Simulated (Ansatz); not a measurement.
**C2H9BSSi: one species, many methods**

The task here is to estimate one member of a computed series from the others.

Program: Ansatz 0.2.0, Gaussian basis. Level of theory: functionals in def2-TZVPP, the program's frozen cores in correlated methods. These are calculated values, not measurements.

Levels to be run: PBE-D4, r2SCAN-D4, PBE0-D4, B3LYP-D4, ωB97X-V, ωB97M-V, B2PLYP; CCSD(T)/def2-TZVPP; MP2/def2-QZVPP; extrapolation to the limit.

### Structure used throughout

All runs share one geometry, relaxed beforehand with PBE0-D4 in a triple-zeta def2 set.

14 atoms, charge 0, spin multiplicity 1.

Atoms are counted from 1 here; the program's logs count them from 0.

Bond lengths: C1–S2 1.799 Å, C1–H6 1.090 Å, C1–H7 1.089 Å, C1–H8 1.090 Å, S2–C3 1.826 Å, S2–B4 1.995 Å, C3–B4 1.568 Å, C3–H9 1.087 Å, C3–H10 1.087 Å, B4–Si5 2.005 Å, B4–H11 1.200 Å, Si5–H12 1.496 Å, Si5–H13 1.492 Å, Si5–H14 1.494 Å. Angles: S2–C1–H6 107.6°, S2–C1–H7 109.3°, S2–C1–H8 109.8°, H6–C1–H7 109.5°, H6–C1–H8 109.7°, H7–C1–H8 110.9°, C1–S2–C3 101.7°, C1–S2–B4 104.1°, C3–S2–B4 48.2°, S2–C3–B4 71.5°, S2–C3–H9 109.4°, S2–C3–H10 110.5°, B4–C3–H9 121.5°, B4–C3–H10 121.8°, H9–C3–H10 112.4°, S2–B4–C3 60.3°, S2–B4–Si5 111.2°, S2–B4–H11 108.9° and more.

Set-up of the first run:

Input file in.yaml:

```yaml
crystal:
  periodic: [false, false, false]
  atoms:
    - {symbol: C, position_ang: [-2.381907, -0.060758, -0.075584]}
    - {symbol: S, position_ang: [-0.803231, -0.068866, -0.937188]}
    - {symbol: C, position_ang: [0.137332, -1.302681, 0.026168]}
    - {symbol: B, position_ang: [0.546791, 0.129283, 0.517893]}
    - {symbol: Si, position_ang: [2.223922, 0.992281, -0.162446]}
    - {symbol: H, position_ang: [-2.873045, 0.886869, -0.296137]}
    - {symbol: H, position_ang: [-2.206735, -0.137962, 0.996261]}
    - {symbol: H, position_ang: [-2.999616, -0.885909, -0.429720]}
    - {symbol: H, position_ang: [0.772534, -1.876500, -0.643116]}
    - {symbol: H, position_ang: [-0.537342, -1.933440, 0.599380]}
    - {symbol: H, position_ang: [0.003730, 0.567383, 1.493728]}
    - {symbol: H, position_ang: [2.597581, 0.481386, -1.518317]}
    - {symbol: H, position_ang: [2.122116, 2.476462, -0.274267]}
    - {symbol: H, position_ang: [3.384770, 0.703254, 0.732146]}
basis:
  gaussian: {orbitals: def2-TZVPP}
hamiltonian: {xc: pbe, dispersion: d4}
output: {forces: true, orbitals: {seedname: orbitals}}
```

Run with:

```
$ ansatz run in.yaml --threads 4 --pin off --events-out ev --progress --plain --max-ram 10444MiB
```

Steps of the session up to this table: PBE-D4 (GGA); r2SCAN-D4 (meta-GGA); PBE0-D4 (hybrid); B3LYP-D4 (hybrid); ωB97X-V (range-separated); ωB97M-V (range-separated); B2PLYP (double hybrid); CCSD(T) in def2-TZVPP; MP2 in def2-QZVPP.

One of the session's tables, all rows but one given; the rest of the session is left out.

```
            method  atomisation energy (kJ/mol)
            PBE-D4                       4917.1
         r2SCAN-D4                       4879.1
           PBE0-D4                       4873.5
          B3LYP-D4                       4849.7
           ωB97X-V                       4871.7
           ωB97M-V                       4869.4
            B2PLYP                       4787.6
     HF/def2-TZVPP                       3640.6
    MP2/def2-TZVPP                            ?
   CCSD/def2-TZVPP                       4665.0
CCSD(T)/def2-TZVPP                       4728.8
           MP2/CBS                       4874.6
       CCSD(T)/CBS                       4840.6
```

Estimate the missing values for MP2/def2-TZVPP.

The run gave: atomisation energy (kJ/mol): 4762.9. In the column «atomisation energy (kJ/mol)» it lies between CCSD(T)/def2-TZVPP (4728.8) and B2PLYP (4787.6).

Among the levels timed on like hardware and quicker than the yardstick, those that no quicker one beats, quickest first: PBE-D4 (2.9 s, +76.5 kJ/mol); PBE0-D4 (3.6 s, +32.9 kJ/mol); B3LYP-D4 (6.5 s, +9.1 kJ/mol).

B2PLYP carry no dispersion term (for B3LYP, D4 adds 53.1 kJ/mol).
